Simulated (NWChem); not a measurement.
# B3LYP5/def2-SVP run of BGeNH6 (SMILES B[NH][GeH3]), part 1 of 2

Aim: the vertical electron affinity of BGeNH6 at B3LYP5/def2-SVP, from 2 runs. 

The results are computed with NWChem 7.3.0.

5 further runs of the same task are left out: 5 set aside as unsound or not needed.

**1. The system as given**

BGeNH6 has 9 atoms, charge 0, and is taken as a singlet. SMILES: `B[NH][GeH3]`. The shape is that of a PBE0-D4/def2-TZVP optimisation.

Bond lengths: B1–N2 1.392 Å, N2–Ge3 1.854 Å, B1–H4 1.199 Å, B1–H5 1.199 Å, N2–H6 1.010 Å, Ge3–H7 1.538 Å, Ge3–H8 1.530 Å, Ge3–H9 1.538 Å. Some angles: B1–N2–Ge3 126.2°, B1–N2–H6 117.9°, Ge3–N2–H6 115.9°, N2–B1–H4 119.2°, N2–B1–H5 119.6°, N2–Ge3–H7 109.1°, N2–Ge3–H8 106.5°, N2–Ge3–H9 109.1°, H4–B1–H5 121.2°, H7–Ge3–H8 111.5°.

**2. The charge distribution at B3LYP5/def2-SVP**

Input file bgeh6n.nw:

```
start bgeh6n
memory stack 880 mb heap 220 mb global 1100 mb
geometry units au noautoz
B   -1.65162063   1.18958260  -2.19756251
N   -0.04403062   1.29843082  -0.11848583
Ge   1.25704582  -1.43883747   1.63763666
H   -2.30149745  -0.83280230  -2.98765700
H   -2.36045690   3.11237893  -3.16491331
H    0.47980146   3.02053824   0.51495037
H    4.16042104  -1.35077623   1.52104056
H    0.21712953  -3.80817609   0.34884344
H    0.41063749  -1.27745486   4.41383331
end
basis spherical bse
B library def2-SVP
N library def2-SVP
Ge library def2-SVP
H library def2-SVP
end
dft
xc vwn_5 0.19 lyp 0.81 hfexch 0.20 slater 0.80 becke88 nonlocal 0.72
grid coarse
convergence energy 1e-07
iterations 150
mulliken
end
property
dipole
octupole
quadrupole
end
task dft property
```

Run with:

```bash
$ nwchem bgeh6n.nw > bgeh6n.out
```

The log of the run:

```text
Northwest Computational Chemistry Package (NWChem) 7.3.0
             --------------------------------------------------------

           Job information
           ---------------

    nwchem branch   = 7.3.0
    use scalapack   = T
    input           = bgeh6n.nw
    prefix          = bgeh6n.
    data base       = ./bgeh6n.db
    status          = startup
    nproc           =        1

           Memory information
           ------------------

    heap     =     28835838 doubles =      220.0 Mbytes
    stack    =    115343355 doubles =      880.0 Mbytes
    global   =    144179200 doubles =     1100.0 Mbytes (distinct from heap & stack)
    total    =    288358393 doubles =     2200.0 Mbytes
    verify   = yes
    hardfail = no

           Directory information
           ---------------------

  0 permanent = .
  0 scratch   = .

                                NWChem Input Module
                                -------------------

 CS  symmetry detected

                             Geometry "geometry" -> ""
                             -------------------------

 Output coordinates in a.u. (scale by  1.000000000 to convert to a.u.)

  No.       Tag          Charge          X              Y              Z
 ---- ---------------- ---------- -------------- -------------- --------------
    1 B                    5.0000    -0.65124014    -4.16453984     0.00000000
    2 N                    7.0000     0.93287980    -2.06470236     0.00000000
    3 Ge                  32.0000    -0.07627455     1.28955036     0.00000000
[... 5 lines of this table left out ...]
    9 H                    1.0000     0.98235395     2.60142226    -2.36825339

      Atomic Mass
      -----------

      B                 11.009310
      N                 14.003070
      Ge                73.921900
      H                  1.007825

 Effective nuclear repulsion energy (a.u.)     177.5345177392

            Nuclear Dipole moment (a.u.)
            ----------------------------
        X                 Y               Z
 ---------------- ---------------- ----------------
     0.0000000000    -0.0000000000     0.0000000000

      Symmetry information
      --------------------

 Group name             Cs
 Group number              2
 Group order               2
 No. of unique centers     8

      Symmetry unique atoms

     1    2    3    4    5    6    7    8

            XYZ format geometry
            -------------------
     9
 geometry
 B                    -0.34462146    -2.20377973     0.00000000
 N                     0.49365877    -1.09259351     0.00000000
 Ge                   -0.04036276     0.68240071     0.00000000
[... 5 lines of this table left out ...]
 H                     0.51983936     1.37661347    -1.25322582

 ==============================================================================
                                internuclear distances
 ------------------------------------------------------------------------------
       center one      |      center two      | atomic units |       a.u.
 ------------------------------------------------------------------------------
    2 N                |   1 B                |     2.63035  |     2.63035
    3 Ge               |   2 N                |     3.50277  |     3.50277
    4 H                |   1 B                |     2.26641  |     2.26641
[... 4 lines of this table left out ...]
    9 H                |   3 Ge               |     2.90694  |     2.90694
 ------------------------------------------------------------------------------
                         number of included internuclear distances:          8
 ==============================================================================

 ==============================================================================
                                 internuclear angles
 ------------------------------------------------------------------------------
        center 1       |       center 2       |       center 3       |  degrees
 ------------------------------------------------------------------------------
    2 N                |   1 B                |   4 H                |   119.19
    2 N                |   1 B                |   5 H                |   119.57
    4 H                |   1 B                |   5 H                |   121.24
    1 B                |   2 N                |   3 Ge               |   126.22
    1 B                |   2 N                |   6 H                |   117.87
    3 Ge               |   2 N                |   6 H                |   115.90
    2 N                |   3 Ge               |   7 H                |   109.10
    2 N                |   3 Ge               |   8 H                |   106.46
    2 N                |   3 Ge               |   9 H                |   109.10
    7 H                |   3 Ge               |   8 H                |   111.49
    7 H                |   3 Ge               |   9 H                |   109.11
    8 H                |   3 Ge               |   9 H                |   111.49
 ------------------------------------------------------------------------------
                            number of included internuclear angles:         12
 ==============================================================================

                      Basis "ao basis" -> "" (spherical)
                      -----
  [basis functions not shown]

[... 13 lines left out ...]
  convergence criterion.
[... 21 lines left out ...]
  convergence criterion.
[... 15 lines left out ...]
          Convergence on energy requested:  1.00D-07
          Convergence on density requested:  1.00D-05
          Convergence on gradient requested:  5.00D-04
[... 22 lines left out ...]
          Spatial weights used:  Erf1
[... 1 line left out ...]
          Convergence Information
[... 1 line left out ...]
          Convergence aids based upon iterative change in
          total energy or number of iterations.
[... 72 lines left out ...]
   convergence    iter        energy       DeltaE   RMS-Dens  Diis-err    time
[... 11 lines left out ...]
         Total DFT energy =    -2159.777765778292
      One electron energy =    -3358.250921878160
           Coulomb energy =     1113.065060418020
    Exchange-Corr. energy =      -92.126422057307
 Nuclear repulsion energy =      177.534517739154
[... 13 lines left out ...]
                       DFT Final Molecular Orbital Analysis
[... 865 lines left out ...]
     -------------------------------------------
      Total Density - Lowdin Population Analysis
     -------------------------------------------

    Atom       Charge   Shell Charges
 -----------   ------   -------------------------------------------------------
    1 B    5     5.12   1.97  0.53  0.28  1.44  0.72  0.18
    2 N    7     7.06   1.97  0.71  0.41  2.24  1.70  0.03
    3 Ge  32    31.62   2.00  2.00  1.93  0.74  0.33  5.99  5.82  1.41  1.07  7.80  2.04  0.49
[... 5 lines of this table left out ...]
    9 H    1     1.07   0.62  0.42  0.03

 center of mass
 --------------
 x =  -0.00556838 y =   0.13838915 z =   0.00000000

 moments of inertia (a.u.)
 ------------------
         458.065639947310           0.000000780779           0.000000000000
           0.000000780779          55.918015078941           0.000000000000
           0.000000000000           0.000000000000         491.373608554620

     Multipole analysis of the density
     ---------------------------------

     L   x y z        total         alpha         beta         nuclear
     -   - - -        -----         -----         ----         -------
     0   0 0 0     -0.000000    -25.000000    -25.000000     50.000000

     1   1 0 0      0.463673      0.231837      0.231837      0.000000
[... 8 lines of this table left out ...]
     2   0 0 2    -24.650516    -17.933882    -17.933882     11.217248

          -------------
          Dipole Moment
          -------------

 Center of charge (in au) is the expansion point
         X =       0.0000000 Y =      -0.0000000 Z =       0.0000000

   Dipole moment        0.7360908432 A.U.
             DMX        0.4636734691 DMXEFC        0.0000000000
             DMY        0.5716962861 DMYEFC        0.0000000000
             DMZ        0.0000000000 DMZEFC        0.0000000000
   -EFC- dipole         0.0000000000 A.U.
   Total dipole         0.7360908432 A.U.

   Dipole moment        1.8709704426 Debye(s)
             DMX        1.1785493104 DMXEFC        0.0000000000
             DMY        1.4531179993 DMYEFC        0.0000000000
             DMZ        0.0000000000 DMZEFC        0.0000000000
   -EFC- dipole         0.0000000000 DEBYE(S)
   Total dipole         1.8709704426 DEBYE(S)

 1 a.u. = 2.541766 Debyes

          -----------------
          Quadrupole Moment
          -----------------

 Center of charge (in au) is the expansion point
         X =       0.0000000 Y =      -0.0000000 Z =       0.0000000

 < R**2 > = 366.497140 a.u.  ( 1 a.u. = 0.280023 10**(-16) cm**2 )
 ( also called diamagnetic susceptibility )

   Second moments in atomic units

   Component  Electronic+nuclear     Point charges             Total
  --------------------------------------------------------------------------
      XX          -23.2810791055          0.0000000000        -23.2810791055
      YY          -27.4335623560          0.0000000000        -27.4335623560
      ZZ          -24.6505161593          0.0000000000        -24.6505161593
      XY           -1.8261191992          0.0000000000         -1.8261191992
      XZ           -0.0000000000          0.0000000000         -0.0000000000
      YZ            0.0000000000          0.0000000000          0.0000000000

   Second moments in buckingham(s)

   Component  Electronic+nuclear     Point charges             Total
  --------------------------------------------------------------------------
      XX          -31.3109793809          0.0000000000        -31.3109793809
      YY          -36.8956997817          0.0000000000        -36.8956997817
      ZZ          -33.1527503383          0.0000000000        -33.1527503383
      XY           -2.4559677983          0.0000000000         -2.4559677983
      XZ           -0.0000000000          0.0000000000         -0.0000000000
      YZ            0.0000000000          0.0000000000          0.0000000000

   Quadrupole moments in atomic units

   Component  Electronic+nuclear     Point charges             Total
  --------------------------------------------------------------------------
      XX            2.7609601521          0.0000000000          2.7609601521
      YY           -3.4677647236          0.0000000000         -3.4677647236
      ZZ            0.7068045714          0.0000000000          0.7068045714
      XY           -2.7391787988          0.0000000000         -2.7391787988
      XZ           -0.0000000000          0.0000000000         -0.0000000000
      YZ            0.0000000000          0.0000000000          0.0000000000

   Quadrupole moments in buckingham(s)

   Component  Electronic+nuclear     Point charges             Total
  --------------------------------------------------------------------------
      XX            3.7132456792          0.0000000000          3.7132456792
      YY           -4.6638349221          0.0000000000         -4.6638349221
      ZZ            0.9505892430          0.0000000000          0.9505892430
[... 4 lines of this table left out ...]
 1 a.u. = 1.344911 Buckinghams = 1.344911 10**(-26) esu*cm**2

          ---------------
          Octupole Moment
          ---------------

 Center of charge (in au) is the expansion point
         X =       0.0000000 Y =      -0.0000000 Z =       0.0000000

   Third moments in atomic units

   Component  Electronic+nuclear     Point charges             Total
  --------------------------------------------------------------------------
      XXX          13.2241815946          0.0000000000         13.2241815946
      YYY          61.9478514777          0.0000000000         61.9478514777
      ZZZ          -0.0000000000          0.0000000000         -0.0000000000
[... 6 lines of this table left out ...]
      XYZ          -0.0000000000          0.0000000000         -0.0000000000

   Third moments in 10**(-34) esu*cm**3

   Component  Electronic+nuclear     Point charges             Total
  --------------------------------------------------------------------------
      XXX           9.4114913507          0.0000000000          9.4114913507
      YYY          44.0875425224          0.0000000000         44.0875425224
      ZZZ          -0.0000000000          0.0000000000         -0.0000000000
[... 6 lines of this table left out ...]
      XYZ          -0.0000000000          0.0000000000         -0.0000000000

   Octupole moments in atomic units

   Component  Electronic+nuclear     Point charges             Total
  --------------------------------------------------------------------------
      XXX           6.0605820757          0.0000000000          6.0605820757
      YYY          26.5776241460          0.0000000000         26.5776241460
      ZZZ          -0.0000000000          0.0000000000         -0.0000000000
[... 6 lines of this table left out ...]
      XYZ          -0.0000000000          0.0000000000         -0.0000000000

   Octupole moments in 10**(-34) esu*cm**3

   Component  Electronic+nuclear     Point charges             Total
  --------------------------------------------------------------------------
      XXX           4.3132435363          0.0000000000          4.3132435363
      YYY          18.9149761732          0.0000000000         18.9149761732
      ZZZ          -0.0000000000          0.0000000000         -0.0000000000
[... 6 lines of this table left out ...]
      XYZ          -0.0000000000          0.0000000000         -0.0000000000

 1 a.u. = 0.711688 10**(-34) esu*cm**3

 Task  times  cpu:        7.6s     wall:        7.6s
 Total times  cpu:        7.6s     wall:        7.6s
```

It took 8.4 s on 1 thread of Intel Xeon 6975P-C (Granite Rapids), shared host; peak memory 0.11 GiB.

Atomic charges (e):

| atom | Mulliken | Löwdin |
| --- | --- | --- |
| B1 | -0.010 | -0.120 |
| N2 | -0.220 | -0.060 |
| Ge3 | +0.450 | +0.380 |
| H4 | -0.070 | -0.050 |
| H5 | -0.050 | -0.050 |
| H6 | +0.140 | +0.080 |
| H7 | -0.090 | -0.070 |
| H8 | -0.070 | -0.050 |
| H9 | -0.090 | -0.070 |

(Continued in part 2 of 2.)
